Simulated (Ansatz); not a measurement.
# CH2BNSe (SMILES NB=C=[Se]): functionals against CCSD(T) at one geometry

Aim: energy, forces and dipole at a structure displaced at random from a GFN2-xTB minimum, from CCSD(T) and from density functionals.

Method: single points in def2-TZVPP; program: Ansatz 0.2.0, Gaussian basis.

Cores are frozen in the correlated methods. Filled d shells of the heavier atoms are correlated.

## (1) Where the work starts

SMILES `NB=C=[Se]`, 6 atoms, charge 0, spin multiplicity 1.

Atoms are counted from 1 here; the program's logs count them from 0.

Bond lengths: N1–B2 1.272 Å, N1–H5 1.035 Å, N1–H6 1.020 Å, B2–C3 1.385 Å, C3–Se4 1.684 Å. Angles: B2–N1–H5 128.5°, B2–N1–H6 123.7°, H5–N1–H6 106.1°, N1–B2–C3 174.0°, B2–C3–Se4 179.3°.

Geometry (Å):

| atom | x (Å) | y (Å) | z (Å) |
| --- | --- | --- | --- |
| N1 | -0.2315 | 1.1191 | 0.1477 |
| B2 | 0.0683 | -0.1033 | -0.0350 |
| C3 | 0.2767 | -1.4670 | -0.1562 |
| Se4 | 0.5098 | -3.1281 | -0.3052 |
| H5 | 0.2150 | 1.8038 | 0.7830 |
| H6 | -0.8009 | 1.6646 | -0.5000 |

## (2) CCSD(T)/def2-TZVPP

run/in.yaml

```yaml
crystal:
  periodic: [false, false, false]
  atoms:
    - {symbol: N, position_ang: [-0.231500, 1.119100, 0.147700]}
    - {symbol: B, position_ang: [0.068300, -0.103300, -0.035000]}
    - {symbol: C, position_ang: [0.276700, -1.467000, -0.156200]}
    - {symbol: Se, position_ang: [0.509800, -3.128100, -0.305200]}
    - {symbol: H, position_ang: [0.215000, 1.803800, 0.783000]}
    - {symbol: H, position_ang: [-0.800900, 1.664600, -0.500000]}
basis:
  gaussian: {orbitals: def2-TZVPP}
correlation: {method: ccsd_t}
output: {forces: true}
```

The command line of these runs was not kept.

## (3) PBE0-D4/def2-TZVPP

run/in.yaml, as its differences from that of step 2:

```diff
@@ -11,3 +11,3 @@
   gaussian: {orbitals: def2-TZVPP}
-correlation: {method: ccsd_t}
-output: {forces: true}
+hamiltonian: {xc: pbe0, dispersion: d4}
+output: {forces: true, orbitals: {seedname: orbitals}}
```

## (4) wB97M-V/def2-TZVPP

run/in.yaml, as its differences from that of step 3:

```diff
@@ -11,3 +11,3 @@
   gaussian: {orbitals: def2-TZVPP}
-hamiltonian: {xc: pbe0, dispersion: d4}
-output: {forces: true, orbitals: {seedname: orbitals}}
+hamiltonian: {xc: {name: wB97M-V}}
+output: {forces: true}
```

## (5) r2SCAN-D4/def2-TZVPP

run/in.yaml, as its differences from that of step 4:

```diff
@@ -11,3 +11,3 @@
   gaussian: {orbitals: def2-TZVPP}
-hamiltonian: {xc: {name: wB97M-V}}
+hamiltonian: {xc: r2scan, dispersion: d4}
 output: {forces: true}
```

## (6) PBE-D4/def2-TZVPP

run/in.yaml, as its differences from that of step 5:

```diff
@@ -11,3 +11,3 @@
   gaussian: {orbitals: def2-TZVPP}
-hamiltonian: {xc: r2scan, dispersion: d4}
+hamiltonian: {xc: pbe, dispersion: d4}
 output: {forces: true}
```

## (7) HSE06-D4/def2-TZVPP

run/in.yaml, as its differences from that of step 6:

```diff
@@ -11,3 +11,3 @@
   gaussian: {orbitals: def2-TZVPP}
-hamiltonian: {xc: pbe, dispersion: d4}
+hamiltonian: {xc: hse06, dispersion: d4}
 output: {forces: true}
```

## (8) revPBE-D4/def2-TZVPP

run/in.yaml, as its differences from that of step 7:

```diff
@@ -11,3 +11,3 @@
   gaussian: {orbitals: def2-TZVPP}
-hamiltonian: {xc: hse06, dispersion: d4}
+hamiltonian: {xc: {name: revPBE}, dispersion: d4}
 output: {forces: true}
```

(Steps that only read results are left out.)

Q: Predict the outcome of this session. Wanted: energy less free atoms, CCSD(T)/def2-TZVPP; RMS force component; RMS force error; HOMO and LUMO, PBE0-D4; T1 diagnostic.

As calculated:

| quantity | value |
| --- | --- |
| energy less free atoms, CCSD(T)/def2-TZVPP | -496.8 kcal/mol |
| RMS force component | 2.060 to 2.284 eV/Å over the methods |
| RMS force error | PBE0-D4 0.243, wB97M-V 0.196, r2SCAN-D4 0.243, PBE-D4 0.298, HSE06-D4 0.245, revPBE-D4 0.262 eV/Å |
| HOMO and LUMO, PBE0-D4 | -4.87 and -2.90 eV |
| T1 diagnostic | 0.016 |

Against CCSD(T) the functionals' energies less atoms differ by -52.2 to -22.5 kcal/mol, PBE-D4 by -52.2 kcal/mol. CCSD(T) in triple zeta still lacks some correlation energy of the bonds, so part of these gaps is its own basis error and they don't rank the functionals. For forces wB97M-V does best and PBE-D4 worst. Frozen-core CCSD(T) forces in triple zeta carry basis errors of their own, and this is one geometry, so small gaps rank nothing. The restricted Hartree–Fock reference is unstable towards an unrestricted one at one or more of these structures.
